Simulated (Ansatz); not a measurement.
# FH3MoO4: a ladder of functionals and wavefunction methods

One table from this session's results is given with a row withheld; the runs are named, their logs left out.

Computed with Ansatz 0.2.0, Gaussian basis. Level: functionals in def2-TZVPP, the program's frozen cores in correlated methods.

The runs, in order: PBE-D4, r2SCAN-D4, PBE0-D4, B3LYP-D4, ωB97X-V, ωB97M-V, B2PLYP; CCSD(T)/def2-TZVPP; MP2/def2-QZVPP; extrapolation to the limit.

## Structure used throughout

All runs share one geometry, relaxed beforehand with PBE0-D4 in a triple-zeta def2 set. Mo takes the def2 core potential; no spin-orbit term is included.

SMILES `[O]=[Mo]([OH])([OH])([OH])[F]`, 9 atoms, charge 0, spin multiplicity 1.

Atoms are counted from 1 here; the program's logs count them from 0.

Bond lengths: O1–Mo2 1.655 Å, Mo2–O3 1.881 Å, Mo2–O4 1.851 Å, Mo2–O5 1.881 Å, Mo2–F6 1.908 Å, O3–H7 0.962 Å, O4–H8 0.962 Å, O5–H9 0.962 Å. Angles: O1–Mo2–O3 109.7°, O1–Mo2–O4 102.6°, O1–Mo2–O5 109.8°, O1–Mo2–F6 101.4°, O3–Mo2–O4 91.3°, O3–Mo2–O5 138.8°, O3–Mo2–F6 80.6°, O4–Mo2–O5 91.2°, O4–Mo2–F6 156.0°, O5–Mo2–F6 80.6°, Mo2–O3–H7 117.2°, Mo2–O4–H8 127.5°, Mo2–O5–H9 117.2°.

Set-up of the first run:

in.yaml reads:

```yaml
crystal:
  periodic: [false, false, false]
  atoms:
    - {symbol: O, position_ang: [-1.208098, -0.495257, -1.563041]}
    - {symbol: Mo, position_ang: [-0.207850, -0.074676, -0.313238]}
    - {symbol: O, position_ang: [1.093791, -1.409414, -0.064352]}
    - {symbol: O, position_ang: [1.025235, 1.032937, -1.136502]}
    - {symbol: O, position_ang: [-0.943635, 1.377547, 0.629126]}
    - {symbol: F, position_ang: [-1.004969, -1.018840, 1.140970]}
    - {symbol: H, position_ang: [0.923301, -2.069365, 0.614627]}
    - {symbol: H, position_ang: [1.772210, 1.481151, -0.729537]}
    - {symbol: H, position_ang: [-1.450005, 1.175927, 1.421948]}
basis:
  gaussian: {orbitals: def2-TZVPP}
hamiltonian: {xc: pbe, dispersion: d4}
output: {forces: true, orbitals: {seedname: orbitals}}
```

The run is started by

```bash
$ ansatz run in.yaml --threads 2 --pin off --events-out ev --progress --plain --max-ram 32768MiB --backend cpu
```

Steps of the session up to this table: PBE-D4 (GGA); r2SCAN-D4 (meta-GGA); PBE0-D4 (hybrid); B3LYP-D4 (hybrid); ωB97X-V (range-separated); ωB97M-V (range-separated); B2PLYP (double hybrid).

One of the session's tables, all rows but one given; the rest of the session is left out.

It belongs to the step «Orbital energies across the functionals». 

```
functional  HOMO (eV)  LUMO (eV)  gap (eV)
    PBE-D4          ?          ?         ?
 r2SCAN-D4      -8.24      -4.29      3.95
   PBE0-D4      -9.57      -3.60      5.97
  B3LYP-D4      -9.30      -3.84      5.46
   ωB97X-V     -12.05      -1.41     10.64
   ωB97M-V     -11.99      -1.43     10.56
```

Estimate the missing values for PBE-D4.

The run gave: HOMO (eV): -7.83; LUMO (eV): -4.26; gap (eV): 3.57. In the column «HOMO (eV)» it is the highest.
